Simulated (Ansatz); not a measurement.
# CH4BFSe: up Jacob's ladder to CCSD(T)

Aim: compute CH4BFSe with functionals from several rungs and with coupled cluster, and see how far each lands from CCSD(T) at the basis-set limit for the atomisation energy.

The runs use Ansatz 0.2.0, Gaussian basis; functionals in def2-TZVPP, the program's frozen cores in correlated methods.

Levels to be run: LDA (SPW92), PBE-D4, revPBE-D4, BLYP-D4, r2SCAN-D4, B97M-V, PBE0-D4, B3LYP-D4, r2SCANh-D4, r2SCAN0-D4, HSE06-D4, BHLYP-D4, CAM-B3LYP-D4, LC-ωPBE, ωB97X-V, ωB97M-V, B2PLYP, PBE-QIDH; CCSD(T)/def2-SVP; CCSD(T)/def2-TZVPP; MP2/def2-QZVPP; extrapolation to the limit; RPA on PBE.

**1. The relaxed structure**

All runs share one geometry, relaxed beforehand with PBE0-D4 in a triple-zeta def2 set.

8 atoms, charge 0, spin multiplicity 1.

Atoms are counted from 1 here; the program's logs count them from 0.

Bond lengths: C1–B2 1.557 Å, C1–H5 1.096 Å, C1–H6 1.089 Å, C1–H7 1.095 Å, B2–F3 1.330 Å, B2–Se4 1.950 Å, Se4–H8 1.466 Å. Angles: B2–C1–H5 109.2°, B2–C1–H6 114.6°, B2–C1–H7 109.4°, H5–C1–H6 108.5°, H5–C1–H7 106.2°, H6–C1–H7 108.6°, C1–B2–F3 119.3°, C1–B2–Se4 126.3°, F3–B2–Se4 114.5°, B2–Se4–H8 94.6°.

**2. LDA**

This LDA is Slater exchange with PW92 correlation.

File in.yaml:

```yaml
crystal:
  periodic: [false, false, false]
  atoms:
    - {symbol: C, position_ang: [0.031588, 0.924787, -0.033231]}
    - {symbol: B, position_ang: [0.433311, -0.535517, -0.395562]}
    - {symbol: F, position_ang: [1.392325, -0.742246, -1.294094]}
    - {symbol: Se, position_ang: [-0.342681, -2.163433, 0.345727]}
    - {symbol: H, position_ang: [-0.308763, 1.440571, -0.937901]}
    - {symbol: H, position_ang: [-0.746565, 1.005790, 0.724113]}
    - {symbol: H, position_ang: [0.915836, 1.469927, 0.314182]}
    - {symbol: H, position_ang: [-1.283050, -1.457179, 1.221166]}
basis:
  gaussian: {orbitals: def2-TZVPP}
hamiltonian: {xc: lda}
output: {orbitals: {seedname: orbitals}}
```

Further steps of the session: PBE-D4 (GGA); revPBE-D4 (GGA); BLYP-D4 (GGA); r2SCAN-D4 (meta-GGA); B97M-V (meta-GGA); PBE0-D4 (hybrid); B3LYP-D4 (hybrid); r2SCANh-D4 (hybrid); r2SCAN0-D4 (hybrid); HSE06-D4 (hybrid); BHLYP-D4 (hybrid); CAM-B3LYP-D4 (range-separated); LC-ωPBE-D4 (range-separated); ωB97X-V (range-separated); ωB97M-V (range-separated); B2PLYP (double hybrid); PBE-QIDH (double hybrid); CCSD(T) in def2-SVP; CCSD(T) in def2-TZVPP; MP2 in def2-QZVPP; RPA on PBE orbitals.

Q: Predict the results of all the runs planned. Wanted: atomisation energy, CCSD(T)/CBS; farthest beyond LDA; mean size of error, GGA; mean size of error, meta-GGA; mean size of error, hybrid; mean size of error, range-separated; mean size of error, double hybrid; gap, smallest and largest; T1 diagnostic.

The runs gave:

| quantity | value |
| --- | --- |
| atomisation energy, CCSD(T)/CBS | 719.7 kcal/mol |
| functionals within 7.2 kcal/mol (1.0 %) | revPBE-D4, BLYP-D4, r2SCAN-D4, B97M-V, PBE0-D4, B3LYP-D4, r2SCANh-D4, r2SCAN0-D4, HSE06-D4, CAM-B3LYP-D4, LC-ωPBE, ωB97X-V, ωB97M-V, B2PLYP, PBE-QIDH |
| farthest beyond LDA | BHLYP-D4 (-19.0 kcal/mol) |
| mean size of error, GGA | 6.6 kcal/mol |
| mean size of error, meta-GGA | 5.5 kcal/mol |
| mean size of error, hybrid | 5.4 kcal/mol |
| mean size of error, range-separated | 1.9 kcal/mol |
| mean size of error, double hybrid | 3.7 kcal/mol |
| gap, smallest and largest | 4.99 eV (LDA (SPW92)), 12.09 eV (LC-ωPBE) |
| T1 diagnostic | 0.0114 |
| triples share of the correlation energy | 3.4 % |

What this shows: The LDA atomisation energy is off by 104.9 kcal/mol (15 %): it overbinds. PBE-D4 misses by +15.5 kcal/mol. Double hybrids carry the basis error of their MP2 part in triple zeta, and no dispersion term here, so their miss is partly the set-up's. The rungs range-separated, double hybrid, hybrid, meta-GGA, GGA miss on average by less than the doubt on the reference (7.2 kcal/mol), so they tie. The reference freezes the cores and leaves out relativity and excitations past (T), and its outer-core shells are covered unevenly, so misses under about 7.2 kcal/mol can't be ranked. All levels share the lack of spin-orbit coupling, which lowers the free heavy atoms and so the true binding. Hartree-Fock recovers 76 % of the binding; the rest is correlation. CCSD(T) in def2-SVP is off by -32.5 kcal/mol, which most functionals beat. Orbital gaps span 5.0 to 12.1 eV; exact exchange widens them. Correlated methods include outer-core shells of Se, which these sets cover unevenly.
